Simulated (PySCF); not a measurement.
# C2H11Ge2N: geometry, NMR shifts, spin-spin couplings, electronic excitations and core binding energies

Wanted: the NMR shifts, spin-spin couplings, electronic excitations and core binding energies of C2H11Ge2N (`C[CH2][GeH2][NH][GeH3]`), by calculation.

The runs use PySCF 2.14.0, with density-fitted response routines of our own; the level of theory stands in each step. All values are computed, except where a source is named. Atoms count from 0, in the outputs and in this text.

### 1 The molecule as given

16 atoms, charge 0, multiplicity 1; geometry from: GFN2-xTB.

Bonds of the start (Å): C0–C1 1.52, C1–Ge2 1.99, Ge2–N3 1.83, N3–Ge4 1.81, C0–H5 1.09, C0–H6 1.09, C0–H7 1.09, C1–H8 1.09, C1–H9 1.09, Ge2–H10 1.51, Ge2–H11 1.51, N3–H12 1.01, Ge4–H13 1.49, Ge4–H14 1.51, Ge4–H15 1.50.

### 2 Optimising the geometry at PBE0-D3(BJ)/def2-SVP

What the job is given:

```
{"job": {"xc": "PBE0", "basis": "def2-SVP", "d3": "d3bj", "grid": 1, "kind": "geom"}, "charge": 0, "multiplicity": 1}
C     -2.027637     0.462807    -0.326051
C     -1.339195    -0.193594     0.862232
Ge     0.141464    -1.401259     0.316682
N      1.388822    -0.555743    -0.725425
Ge     2.226565     0.972300    -0.228997
H     -1.314916     1.063247    -0.892229
H     -2.836869     1.114111     0.001080
H     -2.443069    -0.291413    -0.993530
H     -0.926909     0.574874     1.520832
H     -2.064733    -0.760883     1.446862
H      0.893441    -1.913173     1.516524
H     -0.318858    -2.569853    -0.519923
H      1.206165    -0.623726    -1.715675
H      2.778334     0.731622     1.135532
H      1.320157     2.177535    -0.177472
H      3.309641     1.222091    -1.231852
```

**Question.** This job is followed by: GIAO PBE0/pcSseg-1 NMR shielding, non-relativistic, gas phase; B3LYP/pcJ-1 Ge:pcSseg-1 indirect spin-spin coupling, non-relativistic, gas phase; TDDFT PBE0/def2-SVPD, vertical, gas phase, core orbitals frozen in the response; GIAO wB97X-D/pcSseg-1 NMR shielding, non-relativistic, gas phase; delta-SCF UKS SCAN, pcX-2 on the ionised atom, pcseg-1 elsewhere, spin-free X2C. What will the session give for the following? point group; rotational constants (main isotopes); 13C shifts against TMS (PBE0/pcSseg-1); 1H shifts against TMS (PBE0/pcSseg-1, means over atoms taken as alike); 73Ge shifts against GeMe4 (PBE0/pcSseg-1); 15N shifts against NH3 (PBE0/pcSseg-1); largest coupling of the table (B3LYP/pcSseg-1+pcJ-1); lowest singlet (PBE0/def2-SVPD); brightest single state of those computed; lowest triplet; vertical ionisation energy (ΔSCF); C1s binding energies, SCAN/pcX-2; N1s binding energies, SCAN/pcX-2; range of the shift of N3.

**Answer**, as computed:

```
                                                              quantity                              value
                                                           point group                                 C1
                                  rotational constants (main isotopes)               3.21, 0.87, 0.75 GHz
                                13C shifts against TMS (PBE0/pcSseg-1)                      11.9, 9.7 ppm
1H shifts against TMS (PBE0/pcSseg-1, means over atoms taken as alike)  4.76, 4.70, 1.11, 0.70, -0.98 ppm
                             73Ge shifts against GeMe4 (PBE0/pcSseg-1)                      -44, -136 ppm
                                15N shifts against NH3 (PBE0/pcSseg-1)                          -13.9 ppm
                  largest coupling of the table (B3LYP/pcSseg-1+pcJ-1)            1J(C,H) C1–H8, 133.4 Hz
                                       lowest singlet (PBE0/def2-SVPD)        5.56 eV (223 nm), f = 0.007
                              brightest single state of those computed        state 4, 6.83 eV, f = 0.030
                                                        lowest triplet                            5.19 eV
                                     vertical ionisation energy (ΔSCF)                            8.57 eV
                                      C1s binding energies, SCAN/pcX-2            C0 290.58, C1 290.03 eV
                                      N1s binding energies, SCAN/pcX-2                       N3 403.57 eV
                                              range of the shift of N3                 -16.8 to -13.9 ppm
```

**Reading.** Over 7 steps the energy fell by 0.134 eV; of the close pairs, Ge4–H13 changed most, 1.491 to 1.540 Å. No frequency check was run at this level, so the end point may be a saddle. At PBE0/pcSseg-1: The largest span, 323 ppm, is at Ge4, where the paramagnetic term is -1289 ppm. Of the pairs tabulated at B3LYP/pcSseg-1+pcJ-1, C1–H8 (mean over like pairs) couples most strongly (133.4 Hz; Fermi contact 130.8 Hz). Couplings across rotatable bonds belong to this one conformer; where others are populated, the observed values are averages, and the simulated multiplets take (2 J gauche + J anti)/3 across rotating chain bonds. The lowest singlet, at 5.56 eV, is HOMO→LUMO 0.97 and is weak; of the 10 states computed, the strongest absorption comes from state 4 at 6.83 eV. The lowest triplet lies 0.37 eV below the lowest singlet (triplets in Tamm-Dancoff, singlets in full TDDFT). The orbital energy would give 6.83 eV for ionisation, ΔSCF gives 8.57 eV. The C1s levels kept as sound span 0.55 eV, from C1 (sp3 CH2 bonded to Ge) up to C0 (methyl carbon). Across the 2 runs the shift of N3 moves most, between -16.8 (wB97X-D/pcSseg-1) and -13.9 ppm (PBE0/pcSseg-1). Part of that comes from the computed reference. Spin-orbit coupling is left out, which matters for shieldings and couplings at and beside the heavy atoms.
